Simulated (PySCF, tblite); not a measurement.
# CH6B3FS2: geometry, infrared bands and NMR shifts

Aim: predict the infrared bands and NMR shifts of CH6B3FS2 (`BBSBSCF`).

Programs: tblite 0.8.0 and PySCF 2.14.0, with density-fitted response routines of our own. Each step states its level of theory. These are calculated values for one molecule in the gas phase, unless marked as measured. Atoms count from 0, in the outputs and in this text.

**1. The molecule as given**

13 atoms, charge 0, multiplicity 1; geometry from: force field or distance geometry start.

Bonds of the start (Å): B0–B1 1.64, B1–S2 1.90, S2–B3 1.88, B3–S4 1.87, S4–C5 1.81, C5–F6 1.39, B0–H7 1.19, B0–H8 1.18, B1–H9 1.18, B3–H10 1.19, C5–H11 1.11, C5–H12 1.12.

**2. Relaxing the molecule with GFN2-xTB**

Job settings and geometry (Å):

```
{"job": {"kind": "relax", "xc": "GFN2-xTB", "basis": "xTB"}, "charge": 0, "multiplicity": 1}
B     -2.570200     0.994300    -0.679500
B     -2.296000    -0.398600     0.150100
S     -0.922600    -0.468000     1.464800
B      0.351700    -1.044300     0.207700
S      1.388800     0.203600    -0.726700
C      2.701000     0.265900     0.518400
F      3.686700     1.150600     0.102700
H     -1.909900     1.958500    -0.472000
H     -3.431900     1.030800    -1.487900
H     -2.958300    -1.360100    -0.040700
H      0.513600    -2.209400     0.036100
H      3.154400    -0.742500     0.652000
H      2.288400     0.619600     1.500300
```

Launch:

```console
> OMP_NUM_THREADS=1 python probes_run.py task.json out
```

This one command runs all jobs of the session in turn.

**Question.** This job is followed by: GFN2-xTB harmonic vibrations, gas phase; GIAO PBE0/pcSseg-1 NMR shielding, non-relativistic, gas phase. Predict these results of the whole session: strongest single infrared mode (GFN2-xTB); zero-point energy (GFN2-xTB); ¹³C shifts against TMS (PBE0/pcSseg-1); ¹H shifts against TMS (PBE0/pcSseg-1, means over atoms taken as alike); ¹¹B shifts against BF3·OEt2 (PBE0/pcSseg-1); ³³S shifts against CS2 (PBE0/pcSseg-1); ¹⁹F shifts against CFCl3 (PBE0/pcSseg-1).

**Answer**, as computed:

| quantity | value |
| --- | --- |
| strongest single infrared mode (GFN2-xTB) | 1027 cm⁻¹, 182 km/mol |
| zero-point energy (GFN2-xTB) | 49.3 kcal/mol |
| ¹³C shifts against TMS (PBE0/pcSseg-1) | 91.6 ppm |
| ¹H shifts against TMS (PBE0/pcSseg-1, means over atoms taken as alike) | 9.26, 7.89, 5.98, 3.37 ppm |
| ¹¹B shifts against BF3·OEt2 (PBE0/pcSseg-1) | 101.7, 74.8, -11.9 ppm |
| ³³S shifts against CS2 (PBE0/pcSseg-1) | 240, 109 ppm |
| ¹⁹F shifts against CFCl3 (PBE0/pcSseg-1) | -211.8 ppm |

In words: The optimisation took 149 steps and gained 2.245 eV; among the close pairs (by a distance rule), B0–S4 changed most, from 4.037 to 2.054 Å. All 33 modes are real, so the xTB geometry is a minimum. The strongest single mode, at 1027 cm⁻¹, is carried by H9, B1, H10, B3. GFN2-xTB is a fitted tight-binding method: band positions and strengths are rough. Its intensities can rank the bands wrongly. At PBE0/pcSseg-1: The largest span, 653 ppm, is at S2, where the paramagnetic term is -796 ppm.
